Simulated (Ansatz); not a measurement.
# C4H10OSi: the cost of one run

All numbers below are computed with Ansatz 0.2.0 (RKS B3LYP-D4/6-31G).

### 1 The starting structure

Bond lengths (14 of 16 bonds, heavy atoms first): C1–C2 1.543 Å, C2–C3 1.493 Å, C2–O4 1.441 Å, O4–C5 1.449 Å, C2–Si6 1.897 Å, C5–Si6 1.879 Å, C1–H7 1.092 Å, C1–H8 1.102 Å, C1–H9 1.015 Å, C3–H10 1.107 Å, C3–H11 1.088 Å, C3–H12 1.135 Å, C5–H13 1.132 Å, C5–H14 1.073 Å. Angles (14 of 31 angles, heavy atoms first): C1–C2–C3 110.8°, C1–C2–O4 112.4°, C1–C2–Si6 117.7°, C3–C2–O4 107.6°, C3–C2–Si6 115.1°, O4–C2–Si6 91.2°, C2–O4–C5 100.6°, O4–C5–Si6 91.7°, C2–Si6–C5 72.1°, C2–C1–H7 109.5°, C2–C1–H8 106.9°, C2–C1–H9 113.2°, C2–C3–H10 112.5°, C2–C3–H11 114.9°.

Coordinates:

```xyz
16

C    -0.4149   -1.6266    0.7412
C     0.0991   -0.3267    0.0868
C     1.5382   -0.1009    0.4132
O    -0.0241   -0.3490   -1.3486
C    -0.4869    1.0015   -1.5970
Si   -1.0038    1.2132    0.1970
H    -0.4269   -1.5077    1.8270
H    -1.4554   -1.7647    0.4065
H     0.1357   -2.4425    0.4942
H     2.1718   -0.9731    0.1630
H     1.9878    0.7637   -0.0711
H     1.7288    0.0591    1.5204
H    -1.3454    1.1030   -2.3280
H     0.3304    1.6302   -1.8930
H    -2.4409    0.9024    0.4883
H    -0.4164    2.3955    0.9444
```

### 2 End point A

File input.yaml:

```yaml
crystal:
  periodic: [false, false, false]
  atoms:
    - { symbol: C, position_ang: [-0.4149, -1.6266, 0.7412] }
    - { symbol: C, position_ang: [0.0991, -0.3267, 0.0868] }
    - { symbol: C, position_ang: [1.5382, -0.1009, 0.4132] }
    - { symbol: O, position_ang: [-0.0241, -0.349, -1.3486] }
    - { symbol: C, position_ang: [-0.4869, 1.0015, -1.597] }
    - { symbol: Si, position_ang: [-1.0038, 1.2132, 0.197] }
    - { symbol: H, position_ang: [-0.4269, -1.5077, 1.827] }
    - { symbol: H, position_ang: [-1.4554, -1.7647, 0.4065] }
    - { symbol: H, position_ang: [0.1357, -2.4425, 0.4942] }
    - { symbol: H, position_ang: [2.1718, -0.9731, 0.163] }
    - { symbol: H, position_ang: [1.9878, 0.7637, -0.0711] }
    - { symbol: H, position_ang: [1.7288, 0.0591, 1.5204] }
    - { symbol: H, position_ang: [-1.3454, 1.103, -2.328] }
    - { symbol: H, position_ang: [0.3304, 1.6302, -1.893] }
    - { symbol: H, position_ang: [-2.4409, 0.9024, 0.4883] }
    - { symbol: H, position_ang: [-0.4164, 2.3955, 0.9444] }
basis:
  gaussian: { orbitals: "6-31G" }
hamiltonian:
  xc: b3lyp
  dispersion: d4
relax:
  f_tol: 0.015
  max_steps: 40
```

Command:

```bash
ansatz run input.yaml --threads 1 --pin off --max-ram 2048MiB --backend cpu --events-out ev --progress --plain --runs-dir out
```

Q: Estimate wall time and peak memory on 1 thread of Intel Xeon at 2.70GHz, shared host.

About 77 s, with a peak of 0.21 GiB.
